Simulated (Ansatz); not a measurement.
# Rb2CoS2: the cost of one run

Method: DFT PBEsol+U (U = 3 eV, J = 0.7 eV on Co d), plane waves, PAW, in Ansatz 0.2.0.

2 further runs of the same task are left out: 2 that didn't finish.

## Step 1: The system as given

The structure is orthorhombic, space group Ibam (No. 72). Conventional cell: a = 7.058 Å, b = 13.250 Å, c = 6.094 Å, α = 90.00°, β = 90.00°, γ = 90.00°. Co (site symmetry 222) is surrounded by 4 S at 2.32 Å. Rb (site symmetry m) has 6 S at 3.33 to 3.64 Å and 2 Co at 3.42 Å as nearest neighbours. Around S (site symmetry m) lie 2 Co at 2.32 Å and 4 Rb at 3.33 to 3.42 Å.

Structure file:

```xyz
10
Lattice="-3.5289 6.6249 3.0469 3.5289 -6.6249 3.0469 3.5289 6.6249 -3.0469" Properties=species:S:1:pos:R:3 pbc="T T T"
Co    0.0000    6.6249    1.5234
Co    3.5289    0.0000    1.5234
Rb    2.3618    8.5724    0.0000
Rb    1.1670    1.9475    0.0000
Rb    1.1670   -1.9475    3.0469
Rb    2.3618    4.6774    3.0469
S     2.3124    1.2577    3.0469
S     4.7454    1.2577    0.0000
S     1.2165    5.3671    0.0000
S    -1.2165    5.3671    3.0469
```

An earlier series on this cell reached its lowest free state from «antiferromagnetic start, free», perhaps among other starts.

## Step 2: Site moments held (series factor 0.3; the input gives the size)

The input, input.yaml:

```yaml
crystal:
  lattice:
    - [-3.52888801, 6.62486201, 3.04686]
    - [3.52888801, -6.62486201, 3.04686]
    - [3.52888801, 6.62486201, -3.04686]
  atoms:
    - { symbol: Co, position: [0.75, 0.25, 0.5], spin: 0.7 }
    - { symbol: Co, position: [0.25, 0.75, 0.5], spin: 0.7 }
    - { symbol: Rb, position: [0.646985, 0.334645, 0.98163] }
    - { symbol: Rb, position: [0.146985, 0.165355, 0.31234] }
    - { symbol: Rb, position: [0.353015, 0.665355, 0.01837] }
    - { symbol: Rb, position: [0.853015, 0.834645, 0.68766] }
    - { symbol: S, position: [0.594924, 0.827633, 0.422557] }
    - { symbol: S, position: [0.094924, 0.672367, 0.767291] }
    - { symbol: S, position: [0.405076, 0.172367, 0.577443] }
    - { symbol: S, position: [0.905076, 0.327633, 0.232709] }
basis:
  ecutwfc: 420
  ecutrho_ratio: 4
kpoints:
  mp_grid: { grid: [4, 4, 4] }
hamiltonian:
  xc: pbesol
  hubbard:
    sites:
      - { site: 0, l: d, u: 3.0, j: 0.7 }
      - { site: 1, l: d, u: 3.0, j: 0.7 }
scf:
  occupations: { method: gaussian, width: 0.05 }
  lower_state_search: "off"
  max_iter: 150
output:
  forces: true
  stress: true
  eigenvalues: true
  populations: true
  hubbard: { sites: [{ site: 0, l: d }, { site: 1, l: d }] }
magnetization:
  spin_polarized: true
  spin_locking: { lock_spins: true }
```

The lock stays on to the end, so the result is a constrained state.

Run with:

```sh
$ ansatz run input.yaml --threads 8 --pin off --max-ram 12288MiB --backend cpu --events-out ev --progress --plain --runs-dir out
```

Q: Estimate wall time and peak memory on 8 threads of Arm Neoverse N1, shared host.

About 54 s, with a peak of 1.5 GiB.
